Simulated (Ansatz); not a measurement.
**K2SnTe3: a single-point run**

The task is a single point on K2SnTe3 that gives the gradients at the nuclei.

Method: DFT, PBE, plane-wave PAW, default files, scalar-relativistic, in Ansatz 0.2.0.

## (1) Starting point

Symmetry: Cmce, No. 64, orthorhombic system. The conventional cell has a = 23.288 Å, b = 8.739 Å, c = 8.770 Å, α = 90.00°, β = 90.00°, γ = 90.00°. K (site symmetry 2) is surrounded by 8 Te at 3.61 to 3.73 Å and 2 K at 3.62 to 3.65 Å. Around K (site symmetry 2) lie 6 Te at 3.54 to 3.76 Å and 1 K at 3.65 Å. Sn (site symmetry 2) has 4 Te at 2.75 to 2.85 Å as nearest neighbours. Te (site symmetry 1) is surrounded by 1 Sn at 2.75 Å and 5 K at 3.54 to 3.76 Å. Around Te (site symmetry m) lie 2 Sn at 2.85 Å and 4 K at 3.73 Å.

Coordinates:

```
K Sn Te
1.0
    11.64383   -4.36939    0.00000
    11.64383    4.36939    0.00000
     0.00000    0.00000    8.76976
K Sn Te
8 4 12
Direct
  0.92232 0.92232 0.00000
  0.57768 0.57768 0.50000
  0.07768 0.07768 0.00000
  0.42232 0.42232 0.50000
  0.76562 0.76562 0.00000
  0.26562 0.26562 0.50000
  0.73438 0.73438 0.50000
  0.23438 0.23438 0.00000
  0.58443 0.58443 0.00000
  0.91557 0.91557 0.50000
  0.41557 0.41557 0.00000
  0.08443 0.08443 0.50000
  0.66559 0.03513 0.31476
  0.46487 0.83441 0.18524
  0.83441 0.46487 0.81476
  0.03513 0.66559 0.68524
  0.33441 0.96487 0.68524
  0.53513 0.16559 0.81476
  0.16559 0.53513 0.18524
  0.96487 0.33441 0.31476
  0.16693 0.83307 0.33333
  0.66693 0.33307 0.16667
  0.33307 0.66693 0.83333
  0.83307 0.16693 0.66667
```

## (2) The run

File input.yaml:

```yaml
crystal:
  lattice:
    - [11.6438288, -4.36939306, 0.0]
    - [11.6438288, 4.36939306, 0.0]
    - [0.0, 0.0, 8.76975945]
  atoms:
    - { symbol: K, position: [0.92232177, 0.92232177, 0.0] }
    - { symbol: K, position: [0.57767823, 0.57767823, 0.5] }
    - { symbol: K, position: [0.07767823, 0.07767823, 0.0] }
    - { symbol: K, position: [0.42232177, 0.42232177, 0.5] }
    - { symbol: K, position: [0.76561675, 0.76561675, 0.0] }
    - { symbol: K, position: [0.26561675, 0.26561675, 0.5] }
    - { symbol: K, position: [0.73438325, 0.73438325, 0.5] }
    - { symbol: K, position: [0.23438325, 0.23438325, 0.0] }
    - { symbol: Sn, position: [0.5844256, 0.5844256, 0.0] }
    - { symbol: Sn, position: [0.9155744, 0.9155744, 0.5] }
    - { symbol: Sn, position: [0.4155744, 0.4155744, 0.0] }
    - { symbol: Sn, position: [0.0844256, 0.0844256, 0.5] }
    - { symbol: Te, position: [0.6655883, 0.03513457, 0.31476037] }
    - { symbol: Te, position: [0.46486543, 0.8344117, 0.18523963] }
    - { symbol: Te, position: [0.8344117, 0.46486543, 0.81476037] }
    - { symbol: Te, position: [0.03513457, 0.6655883, 0.68523963] }
    - { symbol: Te, position: [0.3344117, 0.96486543, 0.68523963] }
    - { symbol: Te, position: [0.53513457, 0.1655883, 0.81476037] }
    - { symbol: Te, position: [0.1655883, 0.53513457, 0.18523963] }
    - { symbol: Te, position: [0.96486543, 0.3344117, 0.31476037] }
    - { symbol: Te, position: [0.16692795, 0.83307205, 0.33333035] }
    - { symbol: Te, position: [0.66692795, 0.33307205, 0.16666965] }
    - { symbol: Te, position: [0.33307205, 0.66692795, 0.83333035] }
    - { symbol: Te, position: [0.83307205, 0.16692795, 0.66666965] }
kpoints:
  mp_grid: { grid: [4, 4, 3] }
scf:
  occupations: { method: fermi_dirac, width: 0.02 }
  max_iter: 75
hamiltonian:
  xc: pbe
  pseudopotentials: { kind: paw }
output:
  forces: true
  stress: true
  populations: true
  efg:
    quadrupole_moments_barn: { K: 0.0603, Sn: -0.132 }
    contact_densities: true
basis:
  ecutwfc: 30
```

Command:

```
$ ansatz run input.yaml --threads 1 --pin off --max-ram 3072MiB --backend cpu --events-out ev --progress --plain --runs-dir out
```

**Question.** How will this run end, and is anything wrong with its input?

This run ends as converged, with warnings (cutoff below recommended, gradients without spin orbit). It gives a pressure of -1120 GPa and a largest force of 46.7 eV/Å, which is large.

Look at the input: basis.ecutwfc is 30. With so few plane waves the basis is incomplete by a wide margin. The potentials' recommended cutoff is 420 eV.

The test: delete basis.ecutwfc (the default then holds).
